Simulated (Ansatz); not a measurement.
CH₆BNS, SMILES CSBN, a ladder of methods at one geometry

Program: the Ansatz DFT code, driven from Python.

Contents of `ch6bns.xyz`:
```text
10

C    -1.46690   -0.64040    0.08200
S    -0.25370   -0.83640   -1.26010
B     0.78930    0.64200   -0.71600
N     1.92760    0.46390    0.27870
H    -2.23840   -1.43190   -0.01150
H    -1.96250    0.35070    0.01100
H    -0.96860   -0.74340    1.06900
H     0.54990    1.71480   -1.14850
H     1.94570   -0.53950    0.56870
H     1.67760    1.02020    1.12660
```

`methods_ch6bns.py`:
```python
# -*- coding: utf-8 -*-
'''CH6BNS at several levels of theory.'''

from pathlib import Path
import argparse
import warnings

import ansatz as az
import numpy as np

parser = argparse.ArgumentParser(description='CH6BNS at several levels of theory.')
parser.add_argument('--basis-set', default='def2-SVP', help='Gaussian basis set')
args = parser.parse_args()


def main():
    warnings.simplefilter('ignore', az.DeckWarning)

    molecule = az.Crystal.molecule_from_extxyz('ch6bns.xyz')

    job = molecule.calculation().basis(gaussian=args.basis_set)

    print('functional    E (Ha)        dipole (D)   HOMO (eV)  LUMO (eV)')
    for name in ['hse06', 'revpbe', 'blyp', 'pbe0', 'pbe', 'r2scan']:
        rep = job.functional(name).forces().orbitals().run(runs_dir='runs').report
        lines = Path(rep['orbitals_path']).read_text().splitlines()
        field_of = lambda key: [line.split('=')[1].strip() for line in lines if line.startswith(key)]
        orbitals = [(27.211386 * float(e), s, float(n)) for e, s, n in zip(field_of('Ene='), field_of('Spin='), field_of('Occup='))]
        homo = max(e for e, _, n in orbitals if n > 0.5)
        lumo = min(e for e, _, n in orbitals if n < 0.5)
        dipole = 4.803205 * np.linalg.norm(rep['charge_distribution']['dipole_moment_e_ang'])
        print(f'{name:10s} {rep["free_energy_ev"] / 27.211386246:14.6f} {dipole:9.3f} {homo:11.3f} {lumo:10.3f}')


if __name__ == '__main__':
    main()
```

```console
$ python methods_ch6bns.py
functional    E (Ha)        dipole (D)   HOMO (eV)  LUMO (eV)
hse06         -519.015251     2.738      -5.914     -1.506
revpbe        -519.210817     2.670      -5.004     -1.982
blyp          -519.247411     2.548      -4.816     -1.854
pbe0          -519.029960     2.740      -6.318     -1.120
pbe           -518.976673     2.681      -5.021     -2.068
r2scan        -519.215553     2.784      -5.333     -1.783
```

Notes:
- Total energies depend on the basis set; only differences at equal settings carry meaning.
- The geometry is a force-field or estimated start, not a minimum of this method, and the basis set is short of its limit. A lower total doesn't mark the better method: functionals have no common bound, and MP2 and coupled cluster aren't variational.
- Levels such as HOMO and LUMO are orbital energies: with these approximate functionals they aren't the ionisation energy and electron affinity, and their gap isn't the fundamental gap.
- hse06 follows the composition of plane-wave codes, whose totals differ by tens of mHa, up to about 0.1 Ha, from the form usual in Gaussian-basis programs (wpbeh).
- Finished in 17 s on 1 thread of Arm Neoverse V2 (shared host), peak memory 0.24 GiB.
